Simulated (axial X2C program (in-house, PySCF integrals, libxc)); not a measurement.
**BaB⁻: bond curves with and without spin–orbit coupling**

What are the state, bond length, wavenumber and bond energy of BaB⁻, and what does spin–orbit coupling change?

Computed with an in-house X2C program for linear molecules on PySCF integrals. Level: all-electron X2C, Ba dyall-acv3z, B dyall-av3z.

All values are calculated.

### Step 1. Set-up

task.json

```json
{
 "zs": [
  56,
  5
 ],
 "q": -1,
 "bas": [
  "dyall-acv3z",
  "dyall-av3z"
 ],
 "levels": [
  "PBE0",
  "HF",
  "BP86"
 ],
 "cc": true,
 "r0": 2.81,
 "thr": -2.0,
 "nmax": 90,
 "npts": 10,
 "nst": 2,
 "ntry": 6
}
```

Keys: zs atomic numbers; q charge; bas basis sets; levels methods (HF also brings MP2); cc coupled cluster on or off; r0 starting distance in Å; thr threshold in hartree for freezing inner shells (an s shell follows its p shell); nmax most natural virtual spinors; npts points asked for on the curve; nst determinants followed; ntry starts of the search.

Launch:

```sh
> python so2c.py task.json out
```

Spin-free means the one-electron spin-free X2C Hamiltonian; two-component (2c) means X2C with spin–orbit coupling and atomic mean-field two-electron Coulomb and Gaunt terms. Basis: Ba dyall-acv3z contracted to [15s15p10d6f1g], B dyall-av3z contracted to [8s7p3d2f]; Gaussian nuclei, density fitting. Masses: Ba 137.905 u, B 11.009 u.

Notation: σ, π±, δ± give the projection m of an orbital's angular momentum (0, ±1, ±2), α and β its spin, Λ and M_S the sums; ω is the projection of a spinor's total angular momentum and Ω the sum. Logs are in hartree.

The results follow Hamiltonian by Hamiltonian and level by level.

### Step 2. State search with PBE0

PBE0 moves the distance from 2.810 Å to 2.632 Å and compares determinants there.

Spin-free determinants:

| ΔE (eV) | state | open shells |
| --- | --- | --- |
| 0.00 | M_S = 1, Λ = 0 | beyond closed shells: π+α, π-α |
| 0.11 | M_S = 2, Λ = 0 | beyond closed shells: 2 × σα, π+α, π-α |
| 0.45 | M_S = 0, Λ = 0 | beyond closed shells: 2 × σβ, π+α, π-α |
| 0.46 | M_S = 1, Λ = 1 | beyond closed shells: σα, π+α |
| 0.67 | M_S = 2, Λ = 1 | beyond closed shells: σα, 2 × π+α, π-α |
| 0.77 | M_S = 1, Λ = 1 | beyond closed shells: σα, π+α, π+β, π-α |
| 0.86 | M_S = 0, Λ = 0 | beyond closed shells: π+β, π-α |

Two-component determinants:

```csv
ΔE (eV),state,open shells
0.00,Ω = 1,"excess of +ω over −ω: ω = -1/2, ω = 3/2"
0.11,Ω = 2,"excess of +ω over −ω: ω = 1/2, ω = 3/2"
0.44,Ω = 0,"excess of +ω over −ω: 3 × ω = 1/2, ω = -3/2"
0.66,Ω = 1,excess of +ω over −ω: 2 × ω = 1/2
0.68,Ω = 3,excess of +ω over −ω: 2 × ω = 3/2
0.85,Ω = 3,"excess of +ω over −ω: 3 × ω = 1/2, ω = 3/2"
1.63,Ω = 0,closed shell
```

### Step 3. PBE0, spin-free

State followed: M_S = 1, Λ = 0 (beyond closed shells: π+α, π-α). The scan is laid around 2.632 Å, a first estimate of the minimum, and this SCF restarts from the orbitals of the search.

Output at 2.632 Å:

```text
spin-free X2C-1e  PBE0
basis functions 219  fitting functions 1134  grid points 5082
iter        total energy     max residual
   1      -8159.159615623     2.44e-06
   2      -8159.159615624     2.28e-06
converged
one-electron -11258.31528440  Coulomb 3246.67458813  exact exchange -50.21811796  xc functional -153.59624936  nuclear repulsion 56.29544797
```

Along the bond, energies from the lowest point:

| R (Å) | E (eV) | μ (D) | HOMO (eV) | LUMO (eV) | iterations |
| --- | --- | --- | --- | --- | --- |
| 2.474 | 0.0669 | -1.73 | 0.23 | 1.31 | 18 |
| 2.553 | 0.0150 | -2.18 | 0.19 | 1.32 | 18 |
| 2.632 | 0.0000 | -2.61 | 0.14 | 1.34 | 2 |
| 2.724 | 0.0190 | -3.08 | 0.09 | 1.34 | 19 |
| 2.816 | 0.0673 | -3.48 | 0.04 | 1.35 | 19 |
| 2.935 | 0.1583 | -3.90 | -0.02 | 1.36 | 19 |

Dipoles are positive if B is the positive end and refer to the centre of mass.

Outer orbitals at the reference distance:

| symmetry | occupied | ε (eV) | atomic character |
| --- | --- | --- | --- |
| σα | yes | -31.42 | 92% Ba s, 3% B d, 2% B p |
| σβ | yes | -31.29 | 92% Ba s, 3% B d, 2% B p |
| σα | yes | -15.70 | 92% Ba p, 3% B p |
| π-α | yes | -15.67 | 97% Ba p |
| π+α | yes | -15.67 | 97% Ba p |
| π+β | yes | -15.52 | 97% Ba p |
| π-β | yes | -15.52 | 97% Ba p |
| σβ | yes | -15.32 | 92% Ba p, 3% B p |
| σα | yes | -5.97 | 68% B s, 12% Ba d, 9% Ba p |
| σβ | yes | -3.67 | 65% B s, 14% Ba d, 8% Ba p |
| π+α | yes | -0.30 | 64% B p, 27% Ba d, 5% Ba p |
| π-α | yes | -0.30 | 64% B p, 27% Ba d, 5% Ba p |
| σα | yes | -0.02 | 54% B p, 25% Ba s, 10% Ba p |
| σβ | yes | 0.14 | 60% Ba s, 22% Ba p, 10% B p |
| π+β | no | 1.34 | 99% Ba p |
| π-β | no | 1.34 | 99% Ba p |
| σβ | no | 1.34 | 88% Ba p, 8% Ba s |
| σα | no | 1.37 | 58% Ba s, 14% Ba p, 13% B p |

PBE0 fields in the half plane through the axis: z from -2.4 to 4.8 Å across, distance from the axis 0.15 to 2.25 Å upwards; Ba lies at z = 0 and B at z = 2.632 Å; the ELF is damped to zero where the density is low.

log10 density (e/bohr³). Ten even steps from '0' (-3.85 ) to '9' (1.83 ):
```
1111111111111111111110000
1111222222222222222211100
1122222232222222222221110
1222233343333333333322110
2222334454443333443332211
2223345555544344444433221
2223455676554444554433221
2223456898654444675443221
```

ELF. Ten even steps from '0' (0.01 ) to '9' (1.00 ):
```
7876421000012344443221000
8764210000002456665432100
8642100110002467777654310
7521113554212478888776421
6311257777632478888887542
5212477545752378888888653
4212673363363377104888753
4213772777263373490788753
```

Re = 2.630 Å, ωe = 355 cm⁻¹, Be = 0.2391 cm⁻¹, De = 2.01 eV, μ = -2.60 D. ⟨S²⟩ = 2.60 against 2.00 for a pure state, so this determinant mixes spins.

### Step 4. HF, spin-free

Output at 2.632 Å:

```text
spin-free X2C-1e  HF
basis functions 219  fitting functions 1134  grid points 5082
iter        total energy     max residual
   1      -8156.217720147     4.85e-01
   2      -8156.240005644     3.90e-03
   3      -8156.241671345     2.30e-03
   4      -8156.242296514     1.78e-03
   5      -8156.242914556     1.50e-03
   6      -8156.243664877     1.33e-03
   7      -8156.244136480     1.38e-03
   8      -8156.244892947     1.35e-03
   9      -8156.245841091     1.39e-03
  10      -8156.247086960     8.77e-04
  11      -8156.247275268     4.48e-04
  12      -8156.247353748     2.13e-04
  13      -8156.247367872     1.03e-04
  14      -8156.247368320     1.81e-04
  15      -8156.247370852     2.61e-05
  16      -8156.247370965     1.57e-05
  17      -8156.247371025     7.79e-06
  18      -8156.247371036     2.28e-06
  19      -8156.247371036     2.74e-06
converged
one-electron -11255.93193505  Coulomb 3244.35118106  exact exchange -200.96206502  xc functional 0.00000000  nuclear repulsion 56.29544797
```

Re = 2.714 Å, ωe = 358 cm⁻¹, Be = 0.2244 cm⁻¹, De = 1.08 eV, μ = -5.19 D. ⟨S²⟩ = 2.95 against 2.00 for a pure state, so this determinant mixes spins.

### Step 5. BP86, spin-free

Output at 2.632 Å:

```text
spin-free X2C-1e  BP86
basis functions 219  fitting functions 1134  grid points 5082
iter        total energy     max residual
   1      -8160.470976400     2.04e-01
   2      -8160.470918638     1.25e-02
   3      -8160.387391582     5.40e-02
   4      -8160.474692586     3.33e-03
   5      -8160.475122787     1.64e-03
   6      -8160.475217685     4.74e-04
   7      -8160.475226586     3.46e-04
   8      -8160.475230782     7.60e-05
   9      -8160.475231463     8.06e-05
  10      -8160.475231706     1.76e-05
  11      -8160.475231720     8.68e-06
  12      -8160.475231724     2.20e-06
  13      -8160.475231724     6.15e-07
converged
one-electron -11258.99059908  Coulomb 3247.35035371  exact exchange 0.00000000  xc functional -205.13043433  nuclear repulsion 56.29544797
```

Re = 2.660 Å, ωe = 338 cm⁻¹, Be = 0.2338 cm⁻¹, De = 2.02 eV, μ = -2.71 D. ⟨S²⟩ = 2.53 against 2.00 for a pure state, so this determinant mixes spins.

### Step 6. MP2, spin-free

Correlated methods: 14 electrons correlated (frozen shells, counted by type: Ba 4 s, 3 p, 2 d; B 1 s), 336 virtual spinors in MP2.

Output of the correlated part at 2.632 Å:

```text
correlated 14  virtual 336  natural virtual 90  E(MP2) -0.280425362  MP2 remainder -0.018376200
iter   CCSD correlation   residual
   1     -0.281558353   1.36e-01
   2     -0.289545820   5.89e-02
   3     -0.291642347   3.10e-02
   4     -0.291909622   1.57e-02
   5     -0.292074365   7.10e-03
   6     -0.292166064   3.71e-03
   7     -0.292186694   1.92e-03
   8     -0.292208431   1.21e-03
   9     -0.292199960   7.63e-04
  10     -0.292198983   4.21e-04
  11     -0.292195801   2.02e-04
  12     -0.292196566   9.96e-05
  13     -0.292196831   5.23e-05
  14     -0.292196852   2.56e-05
  15     -0.292196814   1.38e-05
  16     -0.292196726   6.94e-06
  17     -0.292196684   3.80e-06
  18     -0.292196659   2.42e-06
  19     -0.292196636   1.63e-06
  20     -0.292196634   1.07e-06
(T) -0.013643728  T1 0.0433  D1 0.1105  max T2 0.068
```

T1 in the output is the amplitude norm over the root of the electron number; divide by √2 for the Lee–Taylor value.

Coupled cluster ran at too few distances for a curve.

MP2: No constants are quoted: the reference is strongly spin-contaminated.

### Step 7. A higher determinant, spin-free

State: M_S = 2, Λ = 0 (beyond closed shells: 2 × σα, π+α, π-α).

Output at the reference distance:

```text
spin-free X2C-1e  PBE0
basis functions 219  fitting functions 1134  grid points 5082
iter        total energy     max residual
   1      -8159.155578244     4.29e-06
   2      -8159.155578249     4.71e-06
   3      -8159.155578250     2.50e-06
converged
one-electron -11259.05465919  Coulomb 3247.44659538  exact exchange -50.22696255  xc functional -153.61599985  nuclear repulsion 56.29544797
```

| R (Å) | E above the lowest PBE0 point (eV) |
| --- | --- |
| 2.474 | 0.094 |
| 2.553 | 0.084 |
| 2.632 | 0.110 |
| 2.724 | 0.176 |
| 2.816 | 0.271 |
| 2.935 | 0.421 |

Re = 2.533 Å, ωe = 406 cm⁻¹, Be = 0.2577 cm⁻¹, μ = -5.36 D. Te = 0.08 eV.

### Step 8. The spin-free curves together

Energy (eV) of the followed determinant, spin-free, from each level's lowest point:

| R (Å) | PBE0 | HF | MP2 (spin-contaminated) | BP86 |
| --- | --- | --- | --- | --- |
| 2.474 | 0.067 | 0.170 | 0.047 | 0.088 |
| 2.553 | 0.015 | 0.072 | 0.005 | 0.026 |
| 2.632 | 0.000 | 0.017 | 0.000 | 0.000 |
| 2.724 | 0.019 | 0.000 | 0.030 | 0.007 |
| 2.816 | 0.067 | 0.023 | 0.091 | 0.043 |
| 2.935 | 0.158 | 0.095 | 0.199 | 0.121 |

### Step 9. PBE0, 2c

State followed: Ω = 1 (excess of +ω over −ω: ω = -1/2, ω = 3/2). The scan is laid around 2.632 Å, a first estimate of the minimum, and this SCF restarts from the orbitals of the search.

Output at 2.632 Å:

```text
two-component X2C + atomic mean field  PBE0
basis functions 219  fitting functions 1134  grid points 5082
iter        total energy     max residual
   1      -8155.843198557     1.72e-05
   2      -8155.843198565     2.43e-05
   3      -8155.843198584     8.52e-06
   4      -8155.843198590     5.80e-06
   5      -8155.843198595     4.75e-06
   6      -8155.843198595     1.70e-06
converged
one-electron -11247.97545694  Coulomb 3244.79748530  exact exchange -50.18756002  xc functional -153.51083756  nuclear repulsion 56.29544797  atomic mean-field constant -5.26227734
```

Along the bond, energies from the lowest point:

| R (Å) | E (eV) | μ (D) | HOMO (eV) | LUMO (eV) | iterations |
| --- | --- | --- | --- | --- | --- |
| 2.474 | 0.0643 | -1.74 | 0.23 | 1.31 | 18 |
| 2.553 | 0.0138 | -2.19 | 0.19 | 1.32 | 18 |
| 2.632 | 0.0000 | -2.63 | 0.14 | 1.34 | 6 |
| 2.724 | 0.0201 | -3.09 | 0.09 | 1.35 | 19 |
| 2.816 | 0.0693 | -3.49 | 0.04 | 1.35 | 19 |
| 2.935 | 0.1612 | -3.91 | -0.02 | 1.36 | 19 |

Dipoles are positive if B is the positive end and refer to the centre of mass.

Outer spinors at the reference distance:

```
   ω  occupied  ε (eV)             atomic character     λ mixture
 1/2       yes  -31.41     92% Ba s, 3% B d, 2% B p        100% σ
-1/2       yes  -31.29     92% Ba s, 3% B d, 2% B p        100% σ
 1/2       yes  -16.94                     96% Ba p  63% π, 37% σ
-1/2       yes  -16.93                     96% Ba p  74% π, 26% σ
 3/2       yes  -14.99                     97% Ba p        100% π
 1/2       yes  -14.98             93% Ba p, 2% B p  63% σ, 37% π
-3/2       yes  -14.85                     97% Ba p        100% π
-1/2       yes  -14.75             93% Ba p, 2% B p  74% σ, 26% π
 1/2       yes   -5.97   67% B s, 12% Ba d, 9% Ba p        100% σ
-1/2       yes   -3.66   65% B s, 14% Ba d, 8% Ba p        100% σ
-1/2       yes   -0.31   64% B p, 27% Ba d, 5% Ba p        100% π
 3/2       yes   -0.29   64% B p, 27% Ba d, 5% Ba p        100% π
 1/2       yes   -0.02  54% B p, 25% Ba s, 10% Ba p        100% σ
-1/2       yes    0.14  60% Ba s, 22% Ba p, 10% B p        100% σ
 1/2        no    1.34                     98% Ba p   99% π, 1% σ
-3/2        no    1.34                     99% Ba p        100% π
-1/2        no    1.34           87% Ba p, 10% Ba s        100% σ
 1/2        no    1.37  58% Ba s, 15% Ba p, 13% B p   99% σ, 1% π
```

PBE0 fields in the half plane through the axis: z from -2.4 to 4.8 Å across, distance from the axis 0.15 to 2.25 Å upwards; Ba lies at z = 0 and B at z = 2.632 Å; the ELF is damped to zero where the density is low.

log10 density (e/bohr³). Ten even steps from '0' (-3.85 ) to '9' (1.83 ):
```
1111111111111111111110000
1111222222222222222111100
1122222232222222222221110
1222233343333333333322110
2222334454433333443332211
2223345555544344444433221
2223455676554444554433221
2223456898654444675443221
```

ELF. Ten even steps from ' ' (0.01 ) to '@' (1.00 ):
```
##%%##**==::..        ..::--========--::::..      
%%##**==::..            ::==++******++==--::..    
%%**==::..    ....      ::==**########**++==--..  
##++::......--++++==::..::==##%%%%%%%%####**==--..
**--....::++########**--::==##%%%%%%%%%%%%##++==::
++::..::==####++==++##++::--##%%%%%%%%%%%%%%**++--
==::..--**##----**----**----####..  ==%%%%%%##++--
==::..--**##::######::**----##--==@@  ##%%%%##++--
```

Re = 2.627 Å, ωe = 355 cm⁻¹, Be = 0.2396 cm⁻¹, De = 2.02 eV, μ = -2.60 D.

### Step 10. HF, 2c

Output at 2.632 Å:

```text
two-component X2C + atomic mean field  HF
basis functions 219  fitting functions 1134  grid points 5082
iter        total energy     max residual
   1      -8152.895041090     5.01e-01
   2      -8152.917387355     3.94e-03
   3      -8152.919083011     2.32e-03
   4      -8152.919726185     1.78e-03
   5      -8152.920363555     1.49e-03
   6      -8152.921135726     1.35e-03
   7      -8152.921636353     1.39e-03
   8      -8152.922450877     1.36e-03
   9      -8152.923473726     1.36e-03
  10      -8152.924532111     7.77e-04
  11      -8152.924699039     3.52e-04
  12      -8152.924738571     1.97e-04
  13      -8152.924747754     3.10e-04
  14      -8152.924753834     5.29e-05
  15      -8152.924754507     4.58e-05
  16      -8152.924754759     1.55e-05
  17      -8152.924754821     1.24e-05
  18      -8152.924754846     1.08e-05
  19      -8152.924754864     8.94e-06
  20      -8152.924754876     6.96e-06
  21      -8152.924754887     4.43e-06
  22      -8152.924754894     1.74e-06
  23      -8152.924754895     8.38e-07
converged
one-electron -11245.58642717  Coulomb 3242.46796921  exact exchange -200.83946756  xc functional 0.00000000  nuclear repulsion 56.29544797  atomic mean-field constant -5.26227734
```

Re = 2.712 Å, ωe = 358 cm⁻¹, Be = 0.2248 cm⁻¹, De = 1.08 eV, μ = -5.17 D.

### Step 11. BP86, 2c

Output at 2.632 Å:

```text
two-component X2C + atomic mean field  BP86
basis functions 219  fitting functions 1134  grid points 5082
iter        total energy     max residual
   1      -8157.156609105     2.11e-01
   2      -8157.156452120     1.28e-02
   3      -8157.070427613     5.50e-02
   4      -8157.160283510     3.56e-03
   5      -8157.160778477     1.60e-03
   6      -8157.160868548     5.02e-04
   7      -8157.160878728     3.36e-04
   8      -8157.160882319     7.58e-05
   9      -8157.160883439     8.46e-05
  10      -8157.160883701     1.82e-05
  11      -8157.160883716     8.71e-06
  12      -8157.160883720     2.06e-06
  13      -8157.160883720     6.15e-07
converged
one-electron -11248.64722671  Coulomb 3245.46959733  exact exchange 0.00000000  xc functional -205.01642496  nuclear repulsion 56.29544797  atomic mean-field constant -5.26227734
```

Re = 2.657 Å, ωe = 339 cm⁻¹, Be = 0.2342 cm⁻¹, De = 2.03 eV, μ = -2.70 D.

### Step 12. MP2, 2c

Correlated methods: 14 electrons correlated (frozen shells, counted by type: Ba 4 s, 3 p, 2 d; B 1 s), 336 virtual spinors in MP2.

MP2: No constants are quoted: the reference is strongly spin-contaminated.

### Step 13. A higher determinant, 2c

State: Ω = 2 (excess of +ω over −ω: ω = 1/2, ω = 3/2).

Output at the reference distance:

```text
two-component X2C + atomic mean field  PBE0
basis functions 219  fitting functions 1134  grid points 5082
iter        total energy     max residual
   1      -8155.839260483     2.11e-05
   2      -8155.839260523     1.39e-05
   3      -8155.839260536     1.11e-05
   4      -8155.839260548     7.22e-06
   5      -8155.839260556     2.23e-06
   6      -8155.839260557     8.75e-07
converged
one-electron -11248.71426885  Coulomb 3245.56858150  exact exchange -50.19632265  xc functional -153.53042118  nuclear repulsion 56.29544797  atomic mean-field constant -5.26227734
```

| R (Å) | E above the lowest PBE0 point (eV) |
| --- | --- |
| 2.474 | 0.089 |
| 2.553 | 0.080 |
| 2.632 | 0.107 |
| 2.724 | 0.174 |
| 2.816 | 0.270 |
| 2.935 | 0.420 |

Re = 2.531 Å, ωe = 406 cm⁻¹, Be = 0.2582 cm⁻¹, μ = -5.33 D. Te = 0.08 eV.

### Step 14. The 2c curves together

Energy (eV) of the followed determinant, 2c, from each level's lowest point:

| R (Å) | PBE0 | HF | MP2 (spin-contaminated) | BP86 |
| --- | --- | --- | --- | --- |
| 2.474 | 0.064 | 0.166 | 0.045 | 0.085 |
| 2.553 | 0.014 | 0.070 | 0.005 | 0.024 |
| 2.632 | 0.000 | 0.016 | 0.000 | 0.000 |
| 2.724 | 0.020 | 0.000 | 0.031 | 0.008 |
| 2.816 | 0.069 | 0.023 | 0.093 | 0.045 |
| 2.935 | 0.161 | 0.097 | 0.202 | 0.123 |

Time for the job: 3.6 min (1 thread of Arm Neoverse V2, shared host).

### Step 15. Constants

Lowest determinant that the search found at its distance, spin-free: M_S = 1, Λ = 0 (beyond closed shells: π+α, π-α).

Lowest determinant that the search found at its distance, 2c: Ω = 1 (excess of +ω over −ω: ω = -1/2, ω = 3/2).

```
Hamiltonian  level  Re (Å)  ωe (cm⁻¹)  De (eV)  μ (D)
  spin-free   PBE0   2.630        355     2.01  -2.60
  spin-free     HF   2.714        358     1.08  -5.19
  spin-free   BP86   2.660        338     2.02  -2.71
         2c   PBE0   2.627        355     2.02  -2.60
         2c     HF   2.712        358     1.08  -5.17
         2c   BP86   2.657        339     2.03  -2.70
```

Dipoles are positive if B is the positive end and refer to the centre of mass. No constants: spin-free MP2 (the reference is strongly spin-contaminated); 2c MP2 (the reference is strongly spin-contaminated). Spin-free ⟨S²⟩ is off its pure value at PBE0 2.60, HF 2.95, BP86 2.53.

Time per point (s) on 1 thread of Arm Neoverse V2, shared host (2c runs); the times are rough: PBE0 1.4, HF 1.1, BP86 0.64.

What this shows: At PBE0, going from spin-free to two-component changes Re by -3 mÅ, ωe by +0.1 %, which is small (part of it comes from the scalar share of the two-electron terms). It costs about 1.5 times the time. De moves by +0.01 eV; both De rest on single-determinant atoms, which can miss part of an open shell's spin–orbit lowering.

De refers to Ba + B-; at HF, spin-free, to Ba- + B; at HF, two-component, to Ba- + B, each in the lowest determinant found, which need not be this curve's own limit. The state is a single determinant with fixed occupations, the lowest that a limited PBE0 search found. De is counted from the lowest determinant-based energies of the atoms at the same level, without counterpoise correction. Density functionals use the spin component along the axis (collinear). With several unpaired electrons one determinant need not be a pure state. The spin-free determinant is spin-contaminated at some levels.
